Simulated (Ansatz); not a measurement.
# Al2H4Se (SMILES [AlH2][AlH][SeH]) at wB97X/cc-pVDZ

What is the vertical ionisation energy of Al2H4Se at wB97X/cc-pVDZ? 

The calculation is run with Ansatz 0.2.0.

51 further runs of the same task are left out: 51 set aside as unsound or not needed. Runs told in other sessions of the task aren't counted.

## 1. Starting point

Al2H4Se has 7 atoms, charge 0, and is taken as a singlet. As SMILES, `[AlH2][AlH][SeH]`. The coordinates come from a PBE0-D4/def2-TZVP relaxation. This is one conformer, not always the lowest.

Bond lengths: Al1–Al2 2.584 Å, Al2–Se3 2.331 Å, Al1–H4 1.593 Å, Al1–H5 1.593 Å, Al2–H6 1.591 Å, Se3–H7 1.469 Å. Angles: Al1–Al2–Se3 117.0°, Al1–Al2–H6 127.9°, Se3–Al2–H6 115.1°, Al2–Al1–H4 121.5°, Al2–Al1–H5 121.4°, Al2–Se3–H7 93.6°, H4–Al1–H5 117.1°.

## 2. The energy at wB97X/cc-pVDZ

Contents of job.yaml:

```yaml
crystal:
  periodic: [false, false, false]
  atoms:
    - {symbol: Al, position_ang: [-1.578100, 0.539600, -0.900300]}
    - {symbol: Al, position_ang: [0.683400, 0.231600, 0.310300]}
    - {symbol: Se, position_ang: [1.280700, -1.943000, 0.899300]}
    - {symbol: H, position_ang: [-1.688000, 0.476100, -2.487900]}
    - {symbol: H, position_ang: [-2.924300, 0.803000, -0.090900]}
    - {symbol: H, position_ang: [1.737000, 1.353100, 0.713600]}
    - {symbol: H, position_ang: [2.550600, -1.528300, 1.510400]}
basis:
  gaussian: {orbitals: cc-pVDZ}
hamiltonian: {xc: {name: wB97X}}
accuracy: high
output: {orbitals: {seedname: orbitals}}
```

On the command line:

```bash
$ ansatz run job.yaml --threads 1 --pin off --max-ram 2610MiB --events-out events.jsonl --progress --plain --runs-dir runs
```

Output:

```text
Warning: RAYON_NUM_THREADS=1 ignored (pool sized by the plan → 1); use --threads N
Functional definition: wB97X
  name "wB97X"
  parameter omega = 0.3/bohr
  parameter cx = 0.157706
  parameter cx1 = 0.726479
  parameter cx2 = 1.04760
  parameter cx3 = -5.70635
  parameter cx4 = 13.2794
  parameter css1 = -4.33879
  parameter css2 = 18.2308
  parameter css3 = -31.7430
  parameter css4 = 17.2901
  parameter cos1 = 2.37031
  parameter cos2 = -11.3995
  parameter cos3 = 6.58405
  parameter cos4 = -3.78132
  exchange = spin_sum(e_x_unif_sr(omega)*poly(b97_u_x, 1 - cx, cx1, cx2, cx3, cx4)) + cx*exact_x_sr(omega)
      + exact_x_lr(omega)
  correlation = spin_sum(e_c_pw_same_spin*poly(b97_u_same, 1, css1, css2, css3, css4))
      + integral(e_c_pw_opposite_spin*poly(b97_u_opposite, 1, cos1, cos2, cos3, cos4))
1807 factors; integrals over basis functions are off by at most 4.8e-9 eV
417 factors; integrals over basis functions are off by at most 2.5e-9 eV
mean field evaluation 1: about -78607.7247 eV, gradient 1.3e1 eV
mean field evaluation 2: about -78608.4398 eV, gradient 5.8e0 eV
mean field evaluation 4: about -78608.5602 eV, gradient 2.9e-1 eV
mean field evaluation 8: about -78608.6047 eV, gradient 2.3e-2 eV
mean field evaluation 16: about -78608.6047 eV, gradient 2.8e-5 eV
mean field -78608.60467347 eV, -2888.8129389241 hartree, gradient 5.7e-8 eV, S^2 0.000000; 0 other end points of the search recorded, 0 dependent functions left out
reference -78608.60466987 eV, -2888.8129387917 hartree; 32, 32 occupied and 51, 51 virtual orbitals, 1807 factors
Total energy: -78608.60466987 eV, -2888.8129387917 hartree
```

Wall time 35 s (1 thread of Arm Neoverse V2, shared host); peak memory 0.55 GiB.

## 3. The doublet cation at the same level

Contents of in.yaml:

```yaml
crystal:
  periodic: [false, false, false]
  atoms:
    - symbol: Al
      position_ang: [-1.578100, 0.539600, -0.900300]
    - symbol: Al
      position_ang: [0.683400, 0.231600, 0.310300]
    - symbol: Se
      position_ang: [1.280700, -1.943000, 0.899300]
    - symbol: H
      position_ang: [-1.688000, 0.476100, -2.487900]
    - symbol: H
      position_ang: [-2.924300, 0.803000, -0.090900]
    - symbol: H
      position_ang: [1.737000, 1.353100, 0.713600]
    - symbol: H
      position_ang: [2.550600, -1.528300, 1.510400]
basis:
  gaussian: {orbitals: cc-pVDZ}
accuracy: high
total_charge: 1
output: {orbitals: {seedname: orbitals}}
magnetization: {spin_polarized: true, initial_magnetization: 1}
hamiltonian: {xc: {name: wB97X}}
```

On the command line:

```bash
$ ansatz run in.yaml --threads 1 --pin off --max-ram 2610MiB --events-out events.jsonl --progress --plain --runs-dir runs
```

Output, shortened:

```text
Warning: RAYON_NUM_THREADS=1 ignored (pool sized by the plan → 1); use --threads N
[... 2 set-up lines as earlier in the session ...]
[...]
      + exact_x_lr(omega)
[...]
      + integral(e_c_pw_opposite_spin*poly(b97_u_opposite, 1, cos1, cos2, cos3, cos4))
1802 factors; integrals over basis functions are off by at most 4.8e-9 eV
417 factors; integrals over basis functions are off by at most 2.5e-9 eV
[...]
mean field -78599.45938375 eV, -2888.4768557257 hartree, gradient 3.9e-8 eV, S^2 0.757137; 4 other end points of the search recorded, 0 dependent functions left out
reference -78599.45938021 eV, -2888.4768555957 hartree; 32, 31 occupied and 51, 52 virtual orbitals, 1802 factors
Total energy: -78599.45938021 eV, -2888.4768555957 hartree
```

It took 2.6 min on 1 thread of Arm Neoverse V2, shared host; peak memory 0.96 GiB.

## 4. Results

At wB97X/cc-pVDZ:

| quantity | value |
| --- | --- |
| singlet Al2H4Se: total energy | -2888.81294 Eh |
| singlet Al2H4Se: HOMO energy | -9.27 eV |
| singlet Al2H4Se: LUMO energy | -0.40 eV |
| singlet Al2H4Se: HOMO–LUMO gap | 8.87 eV |
| doublet cation: total energy | -2888.47686 Eh |
| doublet cation: HOMO energy (highest over α and β) | -14.15 eV |
| doublet cation: LUMO energy (lowest over α and β) | -9.01 eV |
| doublet cation: ⟨S²⟩ | 0.757 |
| vertical ionisation energy (to the doublet cation) | 9.145 eV |

What this shows: Removing an electron at fixed nuclei costs 9.15 eV (882 kJ/mol). The negative HOMO energy of the first species, 9.27 eV, lies 0.13 eV above that difference.
